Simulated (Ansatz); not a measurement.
# BeP+ (singlet): from Hartree-Fock to the top rungs at distance P1–Be2 = 4.337 Å, cc-pVDZ

One table from this session's results is given with a row withheld; the runs are named, their logs left out.

Program: Ansatz 0.2.0, Gaussian basis. Level of theory: cc-pVDZ, core rule «outside noble gas», up to 6 orbitals frozen. These are calculated values, not measurements.

To be run: UHF; CCSD(T) on RHF; CCSD(T) on UHF; BCCD(T) on RHF; CISD; CCSDT(Q) on RHF; CCSDT(Q) on UHF; CCSDTQ on RHF; CASSCF and MRCISD+Q, 2 electrons in 2 orbitals; CASSCF and NEVPT2, 2 electrons in 2 orbitals; Full CI.

40 further runs of the same task are left out: 22 for a known fault of the program, 12 that didn't finish, 6 set aside as unsound or not needed.

## What is computed

The geometry derives from a PBE0/def2-TZVP stationary point (not a proven minimum). One bond is set to the value named and the two fragments are kept rigid.

2 atoms, charge 1, spin multiplicity 1.

Atoms are counted from 1 here; the program's logs count them from 0.

No contacts short enough for the rule that draws bonds.

Set-up of the first run:

Input file in.yaml:

```yaml
crystal:
  periodic: [false, false, false]
  atoms:
    - {symbol: P, position_ang: [0.000000, 0.000000, 0.000000]}
    - {symbol: Be, position_ang: [0.000000, 0.000000, 4.337000]}
basis:
  gaussian: {orbitals: cc-pVDZ}
total_charge: 1
magnetization: {spin_polarized: true, initial_magnetization: 0}
hamiltonian: {xc: hf}
output: {orbitals: {seedname: orbitals}}
```

Launch:

```console
$ ansatz run in.yaml --threads 1 --pin off --events-out ev --progress --plain --max-ram 2393MiB
```

Among the steps run: UHF; CCSD(T) on RHF; CCSD(T) on UHF; BCCD(T) on RHF; CISD; CCSDT(Q) on RHF; CCSDT(Q) on UHF; CCSDTQ on RHF; CASSCF and MRCISD+Q, 2 electrons in 2 orbitals; CASSCF and NEVPT2, 2 electrons in 2 orbitals; Full CI.

One table of the session follows, with a row left open; its other results are not shown here.

It belongs to the step «Misses and costs». 

| method | from FCI (kcal/mol) |
| --- | --- |
| RHF | +99.97 |
| RMP2 | +39.15 |
| CISD | +20.65 |
| RCCSD | +10.41 |
| RCCSD(T) | +3.29 |
| BCCD(T) | +4.15 |
| RCCSDT | +0.35 |
| RCCSDT(Q) | -0.85 |
| RCCSDTQ | +0.04 |
| CASSCF pair | +67.81 |
| NEVPT2 pair | +21.08 |
| MRCISD pair | ? |
| MRCISD+Q pair | +0.44 |
| FCI | 0 |

**Question.** Estimate the row for MRCISD pair.

The run gave: from FCI (kcal/mol): +7.36. In the column «from FCI (kcal/mol)» it lies between BCCD(T) (+4.15) and RCCSD (+10.41).

Left out of the table: UHF, UMP2, UCCSD, UCCSD(T), UCCSDT, UCCSDT(Q) (another determinant or state than the rows shown).

Limits of these values: The report flags that the cluster equations may have other roots. The program flags RCCSDT(Q), RCCSDTQ as in doubt, so those rows may rest on another solution; read them beside their warnings. RCCSDT(Q) falls below full CI, which methods that aren't variational can do.
